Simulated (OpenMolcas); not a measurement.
# Os⁵⁺ among point charges: CASSCF and CASPT2 levels and susceptibility

How does a field of 6 point charges split the states of Os⁵⁺, and what χT follows?

The numbers are computed with OpenMolcas 26.06 (state-averaged CASSCF and CASPT2, spin-orbit coupling by RASSI with atomic mean-field integrals), except any that are marked as measured or tabulated.

### Step 1. Starting point

```
Species                           : Os⁵⁺ (osmium, Z = 76, 71 electrons)
Basis                             : ANO-RCC-VTZP [8s7p5d3f2g1h], 104 functions
Scalar Hamiltonian                : DKH2, point nucleus
Inactive shells                   : 1s 2s 2p 3s 3p 3d 4s 4p 4d 4f 5s 5p
Active space                      : 3 electrons in 5 orbitals (5d)
Some configurations of this space : 5d3
Orbitals                          : optimised for each spin and parity, averaged over all roots
```

The outer shells:

5d3
```
5d [↑ ][↑ ][↑ ][  ][  ]
```

The ion sits among 6 point charges of -1 e arranged as an octahedron (Oh), 2.36 Å from the ion.

Each step is its own input file, run in one work folder so that later steps find the files of earlier ones. Labels, J, g values, rates, χT and fits are worked out afterwards by a script from the matrices that RASSI stores. The input lists half of the charges; inversion (Group=XYZ) makes the rest.

### Step 2. One- and two-electron integrals

a.inp reads:

```
&GATEWAY
Coord
1

Os 0.0 0.0 0.0
Basis=ANO-RCC-VTZP
Group=XYZ
NoMove
AngMom=0.0 0.0 0.0
AMFI
XField
3 Angstrom 0
2.360000 0.000000 0.000000 -1.000000
0.000000 2.360000 0.000000 -1.000000
0.000000 0.000000 2.360000 -1.000000
&SEWARD
```

Started as:

```
$ OMP_NUM_THREADS=1 MOLCAS_MEM=1689 MOLCAS_PROJECT=a pymolcas a.inp > a.log
```

### Step 3. CASSCF: quartets of even parity, 10 roots

a.inp reads:

```
&RASSCF
FileOrb=start.orb
Symmetry=1
Spin=4
nActEl=3 0 0
Inactive=15 19
Ras2=5 0
CIRoot=10 10 1
SDav=10
CIMx=300
Iter=120 100
PrWF=0.3
OrbListing=Nothing
MaxOrb=0
>>> COPY $Project.JobIph JOB001
```

start.orb holds the contracted functions of the basis, ordered by shell, or the orbitals of the step before.

### Step 4. CASSCF: doublets of even parity, 40 roots

a.inp reads:

```
&RASSCF
FileOrb=start.orb
Symmetry=1
Spin=2
nActEl=3 0 0
Inactive=15 19
Ras2=5 0
CIRoot=40 40 1
SDav=40
CIMx=300
Iter=120 100
PrWF=0.3
OrbListing=Nothing
MaxOrb=0
>>> COPY $Project.JobIph JOB002
```

### Step 5. RASSI: spin-orbit coupling between the states

a.inp reads:

```
&RASSI
NrOfJobIphs=2 10 40
1 2 3 4 5 6 7 8 9 10
1 2 3 4 5 6 7 8 9 10 11 12 13 14 15 16 17 18 19 20 21 22 23 24 25 26 27
28 29 30 31 32 33 34 35 36 37 38 39 40
IphNames
JOB001
JOB002
EJob
SpinOrbit
DIPRint=1.0
SOCoupling=1000.0
Subsets=2
Property=9
'ANGMOM' 1 'ANGMOM' 2 'ANGMOM' 3 'MLTPL  1' 1 'MLTPL  1' 2 'MLTPL  1' 3
'AMFI' 1 'AMFI' 2 'AMFI' 3
SOProperty=3
'ANGMOM' 1 'ANGMOM' 2 'ANGMOM' 3
```

### Step 6. CASPT2: IPEA 0.25, imaginary shift 0.1 (closed shells correlated: 5s 5p)

a.inp reads:

```
>>> COPY JOB001 $Project.JobIph
&CASPT2
Multistate=10 1 2 3 4 5 6 7 8 9 10
NoMult
Frozen=14 16
IPEA=0.25
Imaginary=0.1
MaxIter=60
WThr=0.0 0.3 0.05
PrWF=0.5
NoMix
>>> COPY JOB002 $Project.JobIph
&CASPT2
Multistate=40 1 2 3 4 5 6 7 8 9 10 11 12 13 14 15 16 17 18 19 20 21 22
23 24 25 26 27 28 29 30 31 32 33 34 35 36 37 38 39 40
NoMult
Frozen=14 16
IPEA=0.25
Imaginary=0.1
MaxIter=60
WThr=0.0 0.3 0.05
PrWF=0.5
NoMix
```

(Steps that only read results are left out.)

What does the calculation give? Wanted: spin-free ground state; first state of the same spin within the active space; lowest level; next level.

As calculated:

```
                                            quantity                                                                        value
                                              method  SS-CASPT2, IPEA 0.25, imaginary shift 0.1 (closed shells correlated: 5s 5p)
                              spin-free ground state                                              4A2, 1-fold in its orbital part
first state of the same spin within the active space                                                             4T2 at 1740 cm⁻¹
                                        lowest level                                                                    4-fold Γ8
                                          next level                                                                  6292.6 cm⁻¹
                                         χT at 300 K                                                               0.12 cm³ K/mol
                           effective moment at 300 K                                                                      1.00 μB
```

Cost by method:

| method | time of its own steps | time with the reference |
| --- | --- | --- |
| A. CASSCF | 14 s | 14 s |
| B. SS-CASPT2, IPEA 0.25, imaginary shift 0.1, +5s 5p | 16 s | 30 s |

Times are of one thread on a shared host.

What this shows: The spin-free ground state (4A2) comes to 100 % from free-ion F terms and keeps the highest spin of the shell. χT at 300 K is 0.12, against 1.88 cm³ K/mol for the spin alone, so spin-orbit coupling lowers it. CASPT2 does not keep the components of a term degenerate, and the means are used. The field of point charges can differ much from that of real complexes. Point charges carry no covalency, so the field is a model and not that of real ligands.
